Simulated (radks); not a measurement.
# Ti²⁺ in [Ne] 3s2 3p4 3d2 4p2: an all-electron calculation

An exercise on one series of results from a longer session: the logs are not shown, and one member is left open.

The numbers are computed with radks (a radial shooting solver on a logarithmic mesh, Libxc functionals) version 1 (Dirac Kohn-Sham, AM05, spin-unpolarised, spherical densities, point nucleus; open shells fill j = l - 1/2 first), except any that are marked as measured or tabulated.

### The system

| Property | Result |
| --- | --- |
| element | titanium (Z = 22) |
| charge | +2 |
| electrons | 20 |
| configuration | [Ne] 3s2 3p4 3d2 4p2 |

The first run:

The run's settings:

```text
Z 22
configuration [Ne] 3s2 3p4 3d2 4p2
relativity Dirac
functional am05,am05
spin unpolarised
j_filling energy
nucleus point
c 137.035999084
```

Started as:

```sh
$ python run_ks.py task.json out
```

This one command runs every case of the session in turn.

One of the session's tables, all rows but one given; the rest of the session is left out.

It belongs to the step «Shells». From the orbitals of this run (lengths in bohr):

| level | <r> | outermost maximum (interpolated) | 90 % within | nodes |
| --- | --- | --- | --- | --- |
| 1s1/2 | 0.06969 | 0.0456 | 0.124 | 0 |
| 2s1/2 | 0.3250 | 0.269 | 0.505 | 1 |
| 2p1/2 | 0.2878 | 0.218 | 0.474 | 0 |
| 2p3/2 | 0.2905 | 0.220 | 0.478 | 0 |
| 3s1/2 | 0.9766 | 0.858 | 1.45 | 2 |
| 3p1/2 | 1.025 | 0.877 | 1.56 | 1 |
| 3p3/2 | 1.032 | 0.883 | 1.57 | 1 |
| 3d3/2 | 1.173 | 0.881 | 1.92 | 0 |
| 3d5/2 | 1.175 | 0.882 | 1.92 | 0 |
| 4p1/2 | 2.962 | 2.67 | 4.30 | 2 |
| 4p3/2 | ? | ? | ? | ? |

**Question.** Estimate the row for 4p3/2.

The run gave: <r>: 2.976; outermost maximum (interpolated): 2.69; 90 % within: 4.32; nodes: 2. In the column «<r>» it is the highest.
